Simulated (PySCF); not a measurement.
# [Tm(SH)2]+: other functionals and bases at one geometry

The task here is to estimate one member of a computed series from the others.

The runs use PySCF 2.14.0; several levels, as the steps say, no spin–orbit coupling.

1 further run of the same task is left out (for a known fault of the program).

**Starting geometry**

5 atoms, charge 1, spin multiplicity 1.

Bond lengths: Tm1–S2 2.445 Å, Tm1–S4 2.445 Å, S2–H3 1.359 Å, S4–H5 1.359 Å. Angles: S2–Tm1–S4 99.5°, Tm1–S2–H3 96.6°, Tm1–S4–H5 96.6°.

Geometry (Å):

```xyz
5
H2S2Tm
Tm    0.00000    0.00000   -0.72419
S     1.86417   -0.07362    0.85620
H     2.84654   -0.23959   -0.06835
S    -1.86417    0.07362    0.85620
H    -2.84654    0.23959   -0.06835
```

Formal oxidation states: Tm +3. Each metal's 12 4f electrons lie in its core potential, so multiplicities, spins and levels count the valence alone. An earlier session relaxed this geometry at PBE0, Tm lcecp-1-SVP with ECP58, S def2-SVP, H def2-SVP (singlet, point group C2).

At PBE0 on the finer grid: E = -835.702557 Eh, HOMO -12.21 eV, LUMO -7.70 eV, Mulliken charge on Tm1 +1.07 e, largest force component 0.007 eV/Å. 

Levels to run: HF; TPSSh; PBE0, TZVP. Hardware: 2 threads of Arm Neoverse V1, shared host.

Set-up of the first run:

The input, run.py (the lines that set the calculation):

```python
mol = gto.M(atom='''
Tm     0.00000     0.00000    -0.72419
S      1.86417    -0.07362     0.85620
H      2.84654    -0.23959    -0.06835
S     -1.86417     0.07362     0.85620
H     -2.84654     0.23959    -0.06835''',
    basis={'Tm': 'lcecp-1-SVP', 'S': 'def2-SVP', 'H': 'def2-SVP'},
    ecp={'Tm': 'lcecp-1-SVP'},
    charge=1, spin=0)
mf = scf.RHF(mol)
mf = mf.density_fit()  # fitting sets: Tm AutoAux, S def2-universal-JKFIT, H def2-universal-JKFIT
mf.conv_tol = 1e-08; mf.max_cycle = 55
mf.kernel(dm0)  # dm0: the density of the relaxed state
```

The run is started by

```
> OMP_NUM_THREADS=2 python run.py
```

Steps of the session up to this table: HF; TPSSh; PBE0, TZVP.

One table of the session follows, with a row left open; its other results are not shown here.

```
              level  HOMO (eV)  gap (eV)  charge on Tm1 (e)  dipole (D)  largest force component (eV/Å)
PBE0 (relaxed here)     -12.21      4.51               1.07        7.19                            0.01
                 HF     -14.56      9.00               1.35        8.79                            0.84
              TPSSh     -11.63      3.69               1.09        7.13                            0.26
         PBE0, TZVP          ?         ?                  ?           ?                               ?
```

Estimate the missing values for PBE0, TZVP.

The run gave: HOMO (eV): -12.14; gap (eV): 4.53; charge on Tm1 (e): 1.37; dipole (D): 6.84; largest force component (eV/Å): 0.19. In the column «HOMO (eV)» it lies between PBE0 (relaxed here) (-12.21) and TPSSh (-11.63).

The dipole of a charged species depends on the origin, so these sizes hold for this origin alone.

In one basis the HOMO–LUMO gap runs from 3.69 eV (TPSSh) to 9.00 eV (HF). The largest leftover force, 0.84 eV/Å with HF, stands at a geometry relaxed at another level. With 4f in the core, its levels are missing from HOMO and gap, and its count is fixed, so no charge can pass from the ligands into it. Total energies of different levels can't be compared.
